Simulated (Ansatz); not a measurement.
# CH₅BClNSi: up Jacob's ladder to CCSD(T)

An exercise on one series of results from a longer session: the logs are not shown, and one member is left open.

The runs use Ansatz 0.2.0, Gaussian basis; functionals in def2-TZVPP, the program's frozen cores in correlated methods.

The runs, in order: PBE-D4, r2SCAN-D4, PBE0-D4, B3LYP-D4, ωB97X-V, ωB97M-V, B2PLYP; CCSD(T)/def2-TZVPP; MP2/def2-QZVPP; extrapolation to the limit.

### Structure used throughout

The geometry comes from an earlier relaxation with PBE0-D4 in a triple-zeta def2 set; it is a stationary point, not always the lowest conformer.

SMILES `Cl[SiH]1BCN1`, 10 atoms, charge 0, spin multiplicity 1.

Atoms are counted from 1 here; the program's logs count them from 0.

Bond lengths: Cl1–Si2 2.079 Å, Si2–B3 2.017 Å, Si2–N5 1.713 Å, Si2–H6 1.485 Å, B3–C4 1.580 Å, B3–H7 1.189 Å, C4–N5 1.473 Å, C4–H8 1.100 Å, C4–H9 1.102 Å, N5–H10 1.006 Å. Angles: Cl1–Si2–B3 114.8°, Cl1–Si2–N5 115.8°, Cl1–Si2–H6 103.4°, B3–Si2–N5 76.0°, B3–Si2–H6 129.2°, N5–Si2–H6 116.3°, Si2–B3–C4 84.9°, Si2–B3–H7 145.6°, C4–B3–H7 129.5°, B3–C4–N5 98.2°, B3–C4–H8 112.9°, B3–C4–H9 111.5°, N5–C4–H8 113.7°, N5–C4–H9 114.3°, H8–C4–H9 106.3°, Si2–N5–C4 100.2°, Si2–N5–H10 136.6°, C4–N5–H10 121.4°.

Geometry (Å):

| atom | x (Å) | y (Å) | z (Å) |
| --- | --- | --- | --- |
| Cl1 | -2.00041 | 1.94481 | 0.76721 |
| Si2 | -0.08272 | 1.20423 | 0.45686 |
| B3 | 0.20042 | -0.69492 | 1.07327 |
| C4 | 0.20822 | -1.04574 | -0.46738 |
| N5 | 0.15299 | 0.32849 | -0.99584 |
| H6 | 0.78187 | 2.39476 | 0.65612 |
| H7 | 0.31246 | -1.41495 | 2.01310 |
| H8 | 1.10636 | -1.60191 | -0.77575 |
| H9 | -0.65504 | -1.67344 | -0.74319 |
| H10 | 0.05894 | 0.50747 | -1.98131 |

Set-up of the first run:

File in.yaml:

```yaml
crystal:
  periodic: [false, false, false]
  atoms:
    - {symbol: Cl, position_ang: [-2.000409, 1.944809, 0.767206]}
    - {symbol: Si, position_ang: [-0.082716, 1.204227, 0.456860]}
    - {symbol: B, position_ang: [0.200421, -0.694922, 1.073275]}
    - {symbol: C, position_ang: [0.208223, -1.045739, -0.467377]}
    - {symbol: N, position_ang: [0.152991, 0.328494, -0.995840]}
    - {symbol: H, position_ang: [0.781873, 2.394761, 0.656118]}
    - {symbol: H, position_ang: [0.312464, -1.414950, 2.013102]}
    - {symbol: H, position_ang: [1.106356, -1.601908, -0.775747]}
    - {symbol: H, position_ang: [-0.655043, -1.673442, -0.743190]}
    - {symbol: H, position_ang: [0.058942, 0.507470, -1.981310]}
basis:
  gaussian: {orbitals: def2-TZVPP}
hamiltonian: {xc: pbe, dispersion: d4}
output: {forces: true, orbitals: {seedname: orbitals}}
```

On the command line:

```sh
$ ansatz run in.yaml --threads 4 --pin off --events-out ev --progress --plain --max-ram 10444MiB
```

Steps of the session up to this table: PBE-D4 (GGA); r2SCAN-D4 (meta-GGA); PBE0-D4 (hybrid); B3LYP-D4 (hybrid); ωB97X-V (range-separated); ωB97M-V (range-separated); B2PLYP (double hybrid); CCSD(T) in def2-TZVPP; MP2 in def2-QZVPP.

One of the session's tables, all rows but one given; the rest of the session is left out.

| method | atomisation energy (kJ/mol) |
| --- | --- |
| PBE-D4 | 3636.6 |
| r2SCAN-D4 | 3572.4 |
| PBE0-D4 | 3584.4 |
| B3LYP-D4 | ? |
| ωB97X-V | 3587.6 |
| ωB97M-V | 3583.4 |
| B2PLYP | 3515.0 |
| HF/def2-TZVPP | 2583.6 |
| MP2/def2-TZVPP | 3509.9 |
| CCSD/def2-TZVPP | 3384.9 |
| CCSD(T)/def2-TZVPP | 3440.6 |
| MP2/CBS | 3617.6 |
| CCSD(T)/CBS | 3548.3 |

Q: Estimate the row for B3LYP-D4 from the others.

**Answer.** atomisation energy (kJ/mol): 3559.7. In the column «atomisation energy (kJ/mol)» it lies between CCSD(T)/CBS (3548.3) and r2SCAN-D4 (3572.4).

Limits of these values: Free atoms (1 Cl, 1 Si, 1 B, 1 C, 1 N, 5 H) were run apart at each level; the atomisation energy is their sum less the molecule, without zero-point or spin-orbit terms.
